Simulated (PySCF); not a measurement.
# C₃H₃BN₂O: electronic excitations and core binding energies

Wanted: the electronic excitations and core binding energies of C₃H₃BN₂O (`N#C[B@@-]1(O)CC#[N+]1`), by calculation.

The runs use PySCF 2.14.0, with density-fitted response routines of our own; the level of theory stands in each step. All values are computed, except where a source is named. Atoms count from 0, in the outputs and in this text.

### 1 The starting structure

10 atoms, charge 0, multiplicity 1; geometry from: GFN2-xTB.

Bonds of the start (Å): N0–C1 1.15, C1–B2 1.54, B2–O3 1.32, B2–C4 1.61, C4–C5 1.44, C5–N6 1.14, O3–H7 0.96, C4–H8 1.09, C4–H9 1.09.

The optimised geometry no longer has the bonds of the starting formula, so what follows describes that rearranged structure.

### 2 Ultraviolet spectrum: CAM-B3LYP/def2-SVPD

The job: settings as JSON, then the geometry in Å.

```
{"job": {"kind": "uv", "xc": "CAM-B3LYP", "basis": "def2-SVPD", "nstates": 8, "ntriplets": 3}, "charge": 0, "multiplicity": 1}
N      0.092188    -1.322997    -0.423427
C     -0.707046    -0.554998    -0.719171
B     -1.795284     0.477249    -1.084611
O     -3.074445     0.165217    -1.222341
C     -1.360360     2.005473    -1.316523
C     -0.939015     2.167853    -2.683100
N     -0.612649     2.281021    -3.772898
H     -3.362808    -0.742722    -1.119664
H     -2.203469     2.678618    -1.146670
H     -0.530323     2.306257    -0.673261
```

With the program's defaults for keys left out, this is: TDDFT CAM-B3LYP/def2-SVPD, vertical, gas phase, core orbitals frozen in the response.

Started as:

```bash
OMP_NUM_THREADS=1 python probes_run.py task.json out
```

This one command runs all jobs of the session in turn.

The program printed:

```text
coarse grid: 9416 points
cycle   1  E = -325.1458007523  dE =  1.069e+00  |g| = 8.105e-01  |ddm| = 4.584e+00
cycle   2  E = -324.9107768563  dE =  2.350e-01  |g| = 1.380e+00  |ddm| = 2.112e+00
cycle   3  E = -325.2954382959  dE = -3.847e-01  |g| = 1.156e-01  |ddm| = 1.333e+00
cycle   4  E = -325.2969420210  dE = -1.504e-03  |g| = 8.084e-02  |ddm| = 1.663e-01
cycle   5  E = -325.2982426858  dE = -1.301e-03  |g| = 1.376e-02  |ddm| = 9.448e-02
cycle   6  E = -325.2982817850  dE = -3.910e-05  |g| = 4.902e-03  |ddm| = 1.962e-02
cycle   7  E = -325.2982859244  dE = -4.139e-06  |g| = 2.685e-03  |ddm| = 7.407e-03
final grid: 94144 points
cycle   8  E = -325.3590974293  dE = -2.722e-05  |g| = 5.462e-03  |ddm| = 5.500e-02
cycle   9  E = -325.3590861539  dE =  1.128e-05  |g| = 9.199e-03  |ddm| = 1.434e-02
cycle  10  E = -325.3591039313  dE = -1.778e-05  |g| = 6.212e-04  |ddm| = 8.622e-03
cycle  11  E = -325.3591040143  dE = -8.293e-08  |g| = 1.565e-04  |ddm| = 1.073e-03
cycle  12  E = -325.3591040195  dE = -5.186e-09  |g| = 8.172e-05  |ddm| = 2.839e-04
cycle  13  E = -325.3591040208  dE = -1.318e-09  |g| = 2.515e-05  |ddm| = 1.079e-04
cycle  14  E = -325.3591040209  dE = -1.343e-10  |g| = 9.751e-06  |ddm| = 2.972e-05
converged SCF energy = -325.3591040209

Static polarisability (au): isotropic 57.345, principal 47.887 57.783 66.365

Singlet excitations
state   eV       nm        f      main configurations
  1   6.0336    205.5   0.01235   H->L 0.58, H-3->L 0.28
  2   6.4563    192.0   0.01193   H-3->L 0.50, H->L 0.26
  3   6.8261    181.6   0.00395   H-1->L 0.85
  4   7.0657    175.5   0.04477   H-4->L 0.67, H-3->L+2 0.09
  5   7.3867    167.8   0.00447   H-5->L 0.80
  6   7.8877    157.2   0.00274   H->L+4 0.46, H->L+3 0.14, H->L+6 0.12
  7   7.9653    155.7   0.00005   H-4->L+2 0.38, H-4->L+1 0.25, H-4->L+3 0.15
  8   8.0851    153.3   0.00118   H-2->L 0.53, H-6->L 0.20

Triplet excitations (Tamm-Dancoff, eV): 5.4350 5.5650 5.9369
```

Wall time 22 s (1 thread of Arm Neoverse V2, shared host); peak memory 0.73 GiB.

The orbitals next to the gap, with their largest atomic shares:

```
orbital      eV                      atoms
 HOMO−3  -12.08   N0 45 %, C1 36 %, N6 7 %
 HOMO−2  -12.00   N6 73 %, C5 16 %, N0 4 %
 HOMO−1  -11.16  N6 46 %, C5 36 %, C4 10 %
   HOMO  -10.85  N6 39 %, C5 28 %, C4 14 %
   LUMO   -1.27  B2 30 %, C1 20 %, N0 20 %
 LUMO+1    0.00  B2 38 %, O3 26 %, H7 16 %
 LUMO+2    0.90  N0 20 %, B2 16 %, C1 16 %
```

With each of the 8 states as a Gaussian band of 0.4 eV half-width at 1/e, the curve within the window shown has maxima at 176 nm (ε 2,100) L/(mol cm). Beyond the last state computed it falls off for lack of states. The curve at chosen wavelengths:

(nm, ε (L/mol/cm)): (148, 52), (151, 103), (154, 157), (158, 230), (161, 346), (164, 600), (167, 1020), (170, 1521), (174, 2006), (177, 2055), (180, 1852), (183, 1531), (186, 1231), (190, 970), (193, 873), (196, 822), (199, 786), (202, 743), (206, 654), (209, 562), (212, 457), (215, 350), (218, 253), (222, 149), (225, 94), (228, 57)

Further results of this job:

```csv
property,computed
dipole moment (D),4.77
polarisability (Å³),8.50
HOMO–LUMO gap (eV),9.57
−ε(HOMO) (eV),10.85
```

### 3 Core holes by ΔSCF: SCAN, X2C

The job, as its differences from that of step 2:

```diff
@@ -1,2 +1,2 @@
-{"job": {"kind": "uv", "xc": "CAM-B3LYP", "basis": "def2-SVPD", "nstates": 8, "ntriplets": 3}, "charge": 0, "multiplicity": 1}
+{"job": {"kind": "xps"}, "charge": 0, "multiplicity": 1}
 N      0.092188    -1.322997    -0.423427
```

Level: delta-SCF UKS SCAN, pcX-2 on the ionised atom, pcseg-1 elsewhere, spin-free X2C.

The program printed:

```text
ground state, core basis on atom 0 (N), 144 functions
  cycle   1  E = -325.58677431  |g| = 7.54e-01
  cycle   2  E = -325.11467385  |g| = 1.65e+00
  cycle   3  E = -325.67907287  |g| = 3.50e-01
  cycle   4  E = -325.70493612  |g| = 1.28e-01
  cycle   5  E = -325.70824809  |g| = 4.19e-02
  cycle   6  E = -325.70851121  |g| = 2.42e-02
  cycle   7  E = -325.70863268  |g| = 6.88e-03
  cycle   8  E = -325.70864237  |g| = 1.81e-03
  cycle   9  E = -325.70864327  |g| = 4.37e-04
  E(ground) = -325.72110809 Eh
hole in N 1s of atom 0
  cycle   1  E = -310.08776988  |g| = 1.84e+00
  cycle   2  E = -304.42985928  |g| = 2.86e+00
  cycle   3  E = -300.02232743  |g| = 2.81e+00
  cycle   4  E = -310.46555350  |g| = 8.29e-01
  cycle   5  E = -310.23805553  |g| = 1.15e+00
  cycle   6  E = -310.76783081  |g| = 1.97e-01
  cycle   7  E = -310.77150732  |g| = 1.70e-01
  cycle   8  E = -310.78515567  |g| = 2.18e-02
  cycle   9  E = -310.78533494  |g| = 2.20e-02
  cycle  10  E = -310.78558812  |g| = 8.21e-03
  cycle  11  E = -310.78568050  |g| = 4.52e-03
  cycle  12  E = -310.78571514  |g| = 2.39e-03
  cycle  13  E = -310.78571929  |g| = 7.44e-04
  cycle  14  E = -310.78571974  |g| = 2.37e-04
  E(ion) = -310.79815017 Eh   <S^2> = 0.8210   hole on atom = 1.000   binding energy = 406.074 eV
ground state, core basis on atom 1 (C), 144 functions
  cycle   1  E = -325.69788687  |g| = 6.03e-02
  cycle   2  E = -325.69704249  |g| = 6.56e-02
  cycle   3  E = -325.69710685  |g| = 6.26e-02
  cycle   4  E = -325.69800048  |g| = 7.43e-03
  cycle   5  E = -325.69801263  |g| = 3.43e-03
  cycle   6  E = -325.69801452  |g| = 2.93e-04
  E(ground) = -325.71422737 Eh
hole in C 1s of atom 1
  cycle   1  E = -314.41070773  |g| = 1.50e+00
  cycle   2  E = -307.66142747  |g| = 2.80e+00
  cycle   3  E = -305.68317046  |g| = 3.03e+00
  cycle   4  E = -314.71011651  |g| = 6.60e-01
  cycle   5  E = -314.69402645  |g| = 7.35e-01
  cycle   6  E = -314.90903883  |g| = 2.73e-01
  cycle   7  E = -314.93514250  |g| = 1.66e-01
  cycle   8  E = -314.94620964  |g| = 5.94e-02
  cycle   9  E = -314.94785719  |g| = 1.44e-02
  cycle  10  E = -314.94801670  |g| = 7.08e-03
  cycle  11  E = -314.94805494  |g| = 5.50e-03
  cycle  12  E = -314.94808778  |g| = 2.39e-03
  cycle  13  E = -314.94810645  |g| = 1.13e-03
  cycle  14  E = -314.94811018  |g| = 4.54e-04
  E(ion) = -314.96213988 Eh   <S^2> = 0.8163   hole on atom = 1.000   binding energy = 292.579 eV
ground state, core basis on atom 2 (B), 144 functions
  cycle   1  E = -325.69061471  |g| = 5.91e-02
  cycle   2  E = -325.68828934  |g| = 1.08e-01
  cycle   3  E = -325.69064277  |g| = 4.02e-02
  cycle   4  E = -325.69097571  |g| = 1.34e-02
  cycle   5  E = -325.69100950  |g| = 4.92e-03
  cycle   6  E = -325.69101463  |g| = 1.25e-03
  cycle   7  E = -325.69101460  |g| = 2.88e-04
  E(ground) = -325.70540225 Eh
hole in B 1s of atom 2
  cycle   1  E = -317.98622258  |g| = 1.18e+00
  cycle   2  E = -314.75976299  |g| = 2.42e+00
  cycle   3  E = -317.72837234  |g| = 1.15e+00
  cycle   4  E = -318.30733131  |g| = 3.96e-01
  cycle   5  E = -318.35982352  |g| = 2.10e-01
  cycle   6  E = -318.37587088  |g| = 1.30e-01
  cycle   7  E = -318.38392964  |g| = 4.70e-02
  cycle   8  E = -318.38493360  |g| = 1.12e-02
  cycle   9  E = -318.38500249  |g| = 5.05e-03
  cycle  10  E = -318.38501178  |g| = 3.65e-03
  cycle  11  E = -318.38501945  |g| = 1.55e-03
  cycle  12  E = -318.38502183  |g| = 7.88e-04
  cycle  13  E = -318.38502240  |g| = 4.35e-04
  E(ion) = -318.39948703 Eh   <S^2> = 0.7838   hole on atom = 1.000   binding energy = 198.804 eV
ground state, core basis on atom 3 (O), 144 functions
  cycle   1  E = -325.72280212  |g| = 1.03e-01
  cycle   2  E = -325.72144839  |g| = 1.01e-01
  cycle   3  E = -325.72269444  |g| = 5.61e-02
  cycle   4  E = -325.72323935  |g| = 5.22e-03
  cycle   5  E = -325.72324317  |g| = 2.97e-03
  cycle   6  E = -325.72324502  |g| = 4.47e-04
  E(ground) = -325.73454980 Eh
hole in O 1s of atom 3
  cycle   1  E = -305.03977215  |g| = 2.22e+00
  cycle   2  E = -302.14470911  |g| = 2.70e+00
  cycle   3  E = -305.02775149  |g| = 1.23e+00
  cycle   4  E = -305.48941972  |g| = 8.72e-01
  cycle   5  E = -305.74280127  |g| = 4.64e-01
  cycle   6  E = -305.83839904  |g| = 1.43e-01
  cycle   7  E = -305.84271825  |g| = 1.15e-01
  cycle   8  E = -305.84881029  |g| = 1.29e-02
  cycle   9  E = -305.84889053  |g| = 3.78e-03
  cycle  10  E = -305.84889630  |g| = 1.57e-03
  cycle  11  E = -305.84889776  |g| = 3.55e-04
  E(ion) = -305.86030754 Eh   <S^2> = 0.7607   hole on atom = 1.000   binding energy = 540.806 eV
ground state, core basis on atom 4 (C), 144 functions
  cycle   1  E = -325.69310102  |g| = 9.74e-02
  cycle   2  E = -325.68985738  |g| = 1.53e-01
  cycle   3  E = -325.69420730  |g| = 2.11e-02
  cycle   4  E = -325.69419517  |g| = 2.11e-02
  cycle   5  E = -325.69429659  |g| = 3.76e-03
  cycle   6  E = -325.69430091  |g| = 8.38e-04
  cycle   7  E = -325.69429846  |g| = 4.83e-04
  E(ground) = -325.70797141 Eh
hole in C 1s of atom 4
  cycle   1  E = -314.39751834  |g| = 1.51e+00
  cycle   2  E = -313.30774423  |g| = 2.08e+00
  cycle   3  E = -314.51465282  |g| = 9.76e-01
  cycle   4  E = -314.83022577  |g| = 5.26e-01
  cycle   5  E = -314.94301122  |g| = 1.57e-01
  cycle   6  E = -314.94700714  |g| = 1.25e-01
  cycle   7  E = -314.95402163  |g| = 2.38e-02
  cycle   8  E = -314.95423225  |g| = 1.21e-02
  cycle   9  E = -314.95429127  |g| = 4.43e-03
  cycle  10  E = -314.95430663  |g| = 1.68e-03
  cycle  11  E = -314.95431330  |g| = 9.68e-04
  cycle  12  E = -314.95431539  |g| = 4.87e-04
  E(ion) = -314.96617148 Eh   <S^2> = 0.7668   hole on atom = 1.000   binding energy = 292.299 eV
ground state, core basis on atom 5 (C), 144 functions
  cycle   1  E = -325.69926735  |g| = 5.92e-02
  cycle   2  E = -325.69906475  |g| = 3.63e-02
  cycle   3  E = -325.69865586  |g| = 5.61e-02
  cycle   4  E = -325.69933650  |g| = 9.84e-03
  cycle   5  E = -325.69936014  |g| = 2.25e-03
  cycle   6  E = -325.69936196  |g| = 7.23e-04
  cycle   7  E = -325.69936140  |g| = 1.70e-04
  E(ground) = -325.71545589 Eh
hole in C 1s of atom 5
  cycle   1  E = -314.41101065  |g| = 1.50e+00
  cycle   2  E = -307.15149864  |g| = 2.92e+00
  cycle   3  E = -305.69295170  |g| = 2.78e+00
  cycle   4  E = -314.72534831  |g| = 6.67e-01
  cycle   5  E = -314.57079445  |g| = 8.82e-01
  cycle   6  E = -314.93115867  |g| = 1.88e-01
  cycle   7  E = -314.94125226  |g| = 1.40e-01
  cycle   8  E = -314.94980961  |g| = 4.46e-02
  cycle   9  E = -314.95078915  |g| = 9.48e-03
  cycle  10  E = -314.95084635  |g| = 4.14e-03
  cycle  11  E = -314.95086732  |g| = 2.22e-03
  cycle  12  E = -314.95088297  |g| = 1.38e-03
  cycle  13  E = -314.95088693  |g| = 7.49e-04
  cycle  14  E = -314.95088698  |g| = 4.01e-04
  E(ion) = -314.96499359 Eh   <S^2> = 0.8131   hole on atom = 1.000   binding energy = 292.535 eV
ground state, core basis on atom 6 (N), 144 functions
  cycle   1  E = -325.70893872  |g| = 7.52e-02
  cycle   2  E = -325.70813240  |g| = 6.66e-02
  cycle   3  E = -325.70775364  |g| = 7.82e-02
  cycle   4  E = -325.70905731  |g| = 9.26e-03
  cycle   5  E = -325.70907511  |g| = 4.13e-03
  cycle   6  E = -325.70907782  |g| = 4.94e-04
  E(ground) = -325.72134262 Eh
hole in N 1s of atom 6
  cycle   1  E = -310.12183877  |g| = 1.84e+00
  cycle   2  E = -305.88387805  |g| = 2.92e+00
  cycle   3  E = -308.94286582  |g| = 1.52e+00
  cycle   4  E = -310.74129391  |g| = 4.16e-01
  cycle   5  E = -310.62235496  |g| = 6.29e-01
  cycle   6  E = -310.81759995  |g| = 6.56e-02
  cycle   7  E = -310.81956427  |g| = 3.21e-02
  cycle   8  E = -310.81998986  |g| = 1.48e-02
  cycle   9  E = -310.82009303  |g| = 6.65e-03
  cycle  10  E = -310.82013125  |g| = 3.23e-03
  cycle  11  E = -310.82014211  |g| = 2.64e-03
  cycle  12  E = -310.82014820  |g| = 8.47e-04
  cycle  13  E = -310.82014663  |g| = 4.23e-04
  E(ion) = -310.83232471 Eh   <S^2> = 0.8055   hole on atom = 1.000   binding energy = 405.151 eV
```

It took 62 s on 1 thread of Arm Neoverse V2, shared host; peak memory 0.66 GiB.

The holes in one table. −ε is the ground-state orbital energy:

```csv
hole,stands for,ΔSCF (eV),−ε (eV),⟨S²⟩
N1s on N0,N0,406.07,386.9,0.821
C1s on C1,C1,292.58,274.8,0.816
B1s on B2,B2,198.80,182.7,0.784
O1s on O3,O3,540.81,518.8,0.761
C1s on C4,C4,292.30,275.1,0.767
C1s on C5,C5,292.53,274.8,0.813
N1s on N6,N6,405.15,386.0,0.805
```

### 4 What came out

| quantity | value |
| --- | --- |
| lowest singlet (CAM-B3LYP/def2-SVPD) | 6.03 eV (205 nm), f = 0.012 |
| brightest single state of those computed | state 4, 7.07 eV, f = 0.045 |
| lowest triplet | 5.43 eV |
| C1s binding energies, SCAN/pcX-2 | C1 292.58, C5 292.53, C4 292.30 eV |
| N1s binding energies, SCAN/pcX-2 | N0 406.07, N6 405.15 eV |
| B1s binding energies, SCAN/pcX-2 | B2 198.80 eV |
| O1s binding energies, SCAN/pcX-2 | O3 540.81 eV |

In words: The structure rearranged or came apart on optimisation; the results belong to the end geometry, not to the formula as drawn. The first singlet state (HOMO→LUMO 0.58, HOMO−3→LUMO 0.28) lies at 6.03 eV and is weak; of the 8 states computed, the strongest absorption comes from state 4 at 7.07 eV. The lowest triplet lies 0.60 eV below the lowest singlet (triplets in Tamm-Dancoff, singlets in full TDDFT). C1 binds its C1s electron 0.28 eV more tightly than C4. The N1s levels kept as sound span 0.92 eV, from N6 up to N0.
